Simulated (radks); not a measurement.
**Numerical settings for Pt⁺**

How sensitive is the result for the platinum ion Pt+ to mesh, mixing and thresholds? A default run comes first. The defaults are a mesh step of 0.008 in ln r, a mesh end at 40 bohr or more, Anderson mixing 0.5 over 9 steps and a tight residual threshold, with the energy settled to 1e-9 hartree as well; every run has a cap on iterations.

Program: radks (a radial shooting solver on a logarithmic mesh, Libxc functionals) version 1. Level of theory: Dirac Kohn-Sham, PBE, spin-unpolarised, spherical densities, finite nucleus; open shells are shared between the two j in proportion to 2j + 1. These are calculated values, not measurements, unless marked.

### Step 1. The system

- element: platinum (Z = 78)
- charge: +1
- electrons: 77
- configuration: [Xe] 4f14 5d9
- nuclear rms radius: 5.427 fm

Outer shells as boxes (Hund's rule):

Pt⁺
```
[Xe] core
4f [↑↓][↑↓][↑↓][↑↓][↑↓][↑↓][↑↓]
5d [↑↓][↑↓][↑↓][↑↓][↑ ]
```

### Step 2. Default settings

Settings of this run:

```text
Z 78
configuration [Xe] 4f14 5d9
relativity Dirac
functional pbe,pbe
spin unpolarised
j_filling average
nucleus finite rms 5.427 fm
c 137.035999084
max_iterations 70
```

Run with:

```
> python run_ks.py task.json out
```

All runs below come from this command, one after another.

### Step 3. Mesh step in ln r 0.05

Input: that of step 2 with these lines changed.

```diff
@@ -8,2 +8,3 @@
 c 137.035999084
+mesh_step 0.05
 max_iterations 70
```

### Step 4. Mesh step in ln r 0.2

Input: that of step 3 with these lines changed.

```diff
@@ -8,3 +8,3 @@
 c 137.035999084
-mesh_step 0.05
+mesh_step 0.2
 max_iterations 70
```

### Step 5. Mesh step in ln r 0.03

Input: that of step 4 with these lines changed.

```diff
@@ -8,3 +8,3 @@
 c 137.035999084
-mesh_step 0.2
+mesh_step 0.03
 max_iterations 70
```

### Step 6. Mesh end (bohr) 400

Input: that of step 5 with these lines changed.

```diff
@@ -8,3 +8,3 @@
 c 137.035999084
-mesh_step 0.03
+mesh_end 400
 max_iterations 70
```

### Step 7. Mesh end (bohr) 1

Input: that of step 6 with these lines changed.

```diff
@@ -8,3 +8,3 @@
 c 137.035999084
-mesh_end 400
+mesh_end 1
 max_iterations 70
```

### Step 8. Residual threshold 0.01

Input: that of step 7 with these lines changed.

```diff
@@ -8,3 +8,3 @@
 c 137.035999084
-mesh_end 1
+threshold 0.01
 max_iterations 70
```

### Step 9. Residual threshold 1e-05

Input: that of step 8 with these lines changed.

```diff
@@ -8,3 +8,3 @@
 c 137.035999084
-threshold 0.01
+threshold 1e-05
 max_iterations 70
```

### Step 10. Mixing 0.01

Input: that of step 9 with these lines changed.

```diff
@@ -8,3 +8,3 @@
 c 137.035999084
-threshold 1e-05
+mixing 0.01
 max_iterations 70
```

### Step 11. Mixing history 1, mixing 0.5

Input: that of step 10 with these lines changed.

```diff
@@ -8,3 +8,4 @@
 c 137.035999084
-mixing 0.01
+history 1
+mixing 0.5
 max_iterations 70
```

### Step 12. Mixing history 1, mixing 1

Input: that of step 11 with these lines changed.

```diff
@@ -9,3 +9,3 @@
 history 1
-mixing 0.5
+mixing 1
 max_iterations 70
```

### Step 13. Mixing history 2

Input: that of step 12 with these lines changed.

```diff
@@ -8,4 +8,3 @@
 c 137.035999084
-history 1
-mixing 1
+history 2
 max_iterations 70
```

### Step 14. Iteration cap 5

Input: that of step 13 with these lines changed.

```diff
@@ -8,3 +8,2 @@
 c 137.035999084
-history 2
-max_iterations 70
+max_iterations 5
```

Q: Predict the outcome of this session. Wanted: for each run, setting; iterations; converged; change of E.

As calculated:

```tsv
setting	mesh points	iterations	converged	change of E (mhartree)	time
Default settings	2314	14	yes	0	0.2 s
mesh step in ln r 0.05	371	14	yes	+0.08955	0.05 s
mesh step in ln r 0.2	93	4	no	-	0.01 s
mesh step in ln r 0.03	618	14	yes	+0.004067	0.07 s
mesh end (bohr) 400	2476	14	yes	0	0.21 s
mesh end (bohr) 1	1727	14	no	-	0.14 s
residual threshold 0.01	2314	9	yes	+0.0009974	0.16 s
residual threshold 1e-05	2314	12	yes	0	0.19 s
mixing 0.01	2314	26	yes	0	0.33 s
mixing history 1, mixing 0.5	2314	30	yes	0	0.33 s
mixing history 1, mixing 1	2314	70	no	-	3 s
mixing history 2	2314	22	yes	0	0.27 s
iteration cap 5	2314	5	no	-	0.08 s
```

**Reading.** A zero stands for a change under the printed digits. No run that converges misses the default energy by more than 1 mhartree. Not converged or rejected: mesh step in ln r 0.2; mesh end (bohr) 1; mixing history 1, mixing 1; iteration cap 5. A mesh that ends early acts as a hard wall.
